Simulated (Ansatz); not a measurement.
# TlO2: the cost of one run

Program: Ansatz 0.2.0. Level of theory: DFT PBE, scalar-relativistic, plane waves, PAW. These are calculated values, not measurements.

**1. The starting structure**

Symmetry: Fd-3m, No. 227, cubic system. Conventional cell: a = 7.091 Å, b = 7.091 Å, c = 7.091 Å, α = 90.00°, β = 90.00°, γ = 90.00°. Tl (site symmetry -43m) has 12 O at 2.94 Å and 4 Tl at 3.07 Å as nearest neighbours. O (site symmetry -3m) is surrounded by 6 O at 2.51 Å and 6 Tl at 2.94 Å.

Structure file:

```
Tl O
1.0
     0.00000    3.54547    3.54547
     3.54547    0.00000    3.54547
     3.54547    3.54547    0.00000
Tl O
2 4
Direct
  0.00000 0.00000 0.00000
  0.25000 0.25000 0.25000
  0.62500 0.62500 0.62500
  0.12500 0.62500 0.62500
  0.62500 0.62500 0.12500
  0.62500 0.12500 0.62500
```

This is candidate A: cubic Laves (C15) type (Fd-3m, No. 227).

(A quick probe on a coarse mesh, which set the mesh and smearing, is not shown.)

**3. A loose first relaxation (candidate A)**

input.yaml

```yaml
crystal:
  lattice:
    - [0.0, 3.5454740162, 3.5454740162]
    - [3.5454740162, 0.0, 3.5454740162]
    - [3.5454740162, 3.5454740162, 0.0]
  atoms:
    - { symbol: Tl, position: [0.0, 0.0, 0.0] }
    - { symbol: Tl, position: [0.25, 0.25, 0.25] }
    - { symbol: O, position: [0.625, 0.625, 0.625] }
    - { symbol: O, position: [0.125, 0.625, 0.625] }
    - { symbol: O, position: [0.625, 0.625, 0.125] }
    - { symbol: O, position: [0.625, 0.125, 0.625] }
basis:
  ecutwfc: 420
kpoints:
  mp_grid: { grid: [4, 4, 4] }
hamiltonian:
  xc: pbe
scf:
  occupations: { method: gaussian, width: 0.1 }
  lower_state_search: "off"
output:
  forces: true
  stress: true
  eigenvalues: true
relax:
  adjacent_minimum: "off"
  f_tol: 0.04
  max_steps: 70
  cell: { stress_tol: 0.4 }
```

Started as:

```console
$ ansatz run input.yaml --threads 1 --pin off --max-ram 2560MiB --backend cpu --events-out ev --progress --plain --runs-dir out
```

Q: Estimate wall time and peak memory on 1 thread of Intel Xeon 6975P-C (Granite Rapids), shared host.

About 4.9 s, with a peak of 0.37 GiB.
